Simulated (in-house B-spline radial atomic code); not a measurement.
**Pm¹⁸⁺: excited configurations**

Wanted: excitation energies of Pm¹⁸⁺ as differences of total energies (ΔSCF).

Method: Dirac-Hartree-Fock, average of configuration, Fermi nucleus, basis-set limit. Code: in-house B-spline radial atomic code version 1.

### 1 What is computed

| Property | Result |
| --- | --- |
| element | promethium (Z = 61) |
| charge | +18 |
| electrons | 43 |
| configuration | [Kr] 4d7 |
| Hamiltonian | Dirac-Coulomb |
| nucleus | Fermi, rms radius 4.962 fm |

Outer shells as boxes (Hund's rule):

[Kr] 4d7
```
[Kr] core
4d [↑↓][↑↓][↑ ][↑ ][↑ ]
```

The boxes draw the filling by Hund's rule, which heavy ions in jj coupling don't follow; these runs average over all states of the configuration.

Input settings:

```ini
Z = 61
electrons = 43.0
configuration = [Kr] 4d7
hamiltonian = dirac
method = hf
spin_polarised = False
nucleus = fermi
rms_radius = 4.961999461404065
mass_number = 145
atomic_mass = 144.912755748
speed_of_light = 137.035999084
```

This reference run was done before. Its total energy is -9904.189802 hartree, and its levels are (the highest eight at most):

| orbital | occupation | energy (eV) | <r> (bohr) |
| --- | --- | --- | --- |
| 3p3/2 | 4 | -1830.49 | 0.2605 |
| 3d3/2 | 4 | -1524.55 | 0.2326 |
| 3d5/2 | 6 | -1499.73 | 0.2364 |
| 4s1/2 | 2 | -761.51 | 0.5693 |
| 4p1/2 | 2 | -688.06 | 0.5780 |
| 4p3/2 | 4 | -659.40 | 0.5995 |
| 4d3/2 | 2.8 | -541.39 | 0.6153 |
| 4d5/2 | 4.2 | -535.87 | 0.6222 |

### 2 Run with [Ar] 3d10 4s2 4p5 4d7 8f1

Input settings:

```ini
Z = 61
electrons = 43.0
configuration = [Ar] 3d10 4s2 4p5 4d7 8f1
hamiltonian = dirac
method = hf
spin_polarised = False
nucleus = fermi
rms_radius = 4.961999461404065
mass_number = 145
atomic_mass = 144.912755748
speed_of_light = 137.035999084
```

### 3 Configuration [Ar] 3d10 4s2 4p5 4d7 8d1

The settings differ from step 2 so:

```diff
@@ -2,3 +2,3 @@
 electrons = 43.0
-configuration = [Ar] 3d10 4s2 4p5 4d7 8f1
+configuration = [Ar] 3d10 4s2 4p5 4d7 8d1
 hamiltonian = dirac
```

### 4 [Ar] 3d10 4s2 4p5 4d7 8p1

The settings differ from step 3 so:

```diff
@@ -2,3 +2,3 @@
 electrons = 43.0
-configuration = [Ar] 3d10 4s2 4p5 4d7 8d1
+configuration = [Ar] 3d10 4s2 4p5 4d7 8p1
 hamiltonian = dirac
```

### 5 Configuration [Ar] 3d10 4s2 4p5 4d7 6d1

The settings differ from step 4 so:

```diff
@@ -2,3 +2,3 @@
 electrons = 43.0
-configuration = [Ar] 3d10 4s2 4p5 4d7 8p1
+configuration = [Ar] 3d10 4s2 4p5 4d7 6d1
 hamiltonian = dirac
```

### 6 Run with [Ar] 3d9 4s2 4p6 4d7 5g1

The settings differ from step 5 so:

```diff
@@ -2,3 +2,3 @@
 electrons = 43.0
-configuration = [Ar] 3d10 4s2 4p5 4d7 6d1
+configuration = [Ar] 3d9 4s2 4p6 4d7 5g1
 hamiltonian = dirac
```

Before running: How far above the reference does each configuration lie (order and size, in eV)?

**Answer**, as computed:

| net move | configuration | energy above the reference (eV) | with Breit, QED, recoil (eV) | largest <r> (bohr) |
| --- | --- | --- | --- | --- |
| 4p → 6d | [Ar] 3d10 4s2 4p5 4d7 6d1 | 484.06 | 483.48 | 1.99 |
| 4p → 8p | [Ar] 3d10 4s2 4p5 4d7 8p1 | 563.84 | 563.27 | 3.72 |
| 4p → 8d | [Ar] 3d10 4s2 4p5 4d7 8d1 | 572.60 | 572.01 | 3.95 |
| 4p → 8f | [Ar] 3d10 4s2 4p5 4d7 8f1 | 582.15 | 581.54 | 4.23 |
| 3d → 5g | [Ar] 3d9 4s2 4p6 4d7 5g1 | 1297.04 | 1296.08 | 1.36 |

Quantum defects of the promoted electron, δ = n − ζ/√(−2ε) with ζ = 19 and ε its orbital energy in hartree:

| promotion | δ |
| --- | --- |
| 4p → 6d | 0.826 |
| 4p → 8p | 1.117 |
| 4p → 8d | 0.806 |
| 4p → 8f | 0.415 |
| 3d → 5g | 0.067 |

What this shows: The lowest of them is 4p → 6d at 484.06 eV and the highest 3d → 5g at 1297.04 eV. 4 of them lie more than 2 % above the ionisation threshold that Koopmans' theorem gives (535.87 eV), where such states can decay by emitting an electron. Of those tabulated, the defect is largest for 8p (1.12) and least for 5g (0.07); at this charge much of the defect is relativistic. Two partly filled shells share a symmetry and can mix in the average, which may lower the energy, for: 4p → 6d; 4p → 8p; 4p → 8d; 3d → 5g. These are averages over configurations, without correlation, not spectroscopic levels.
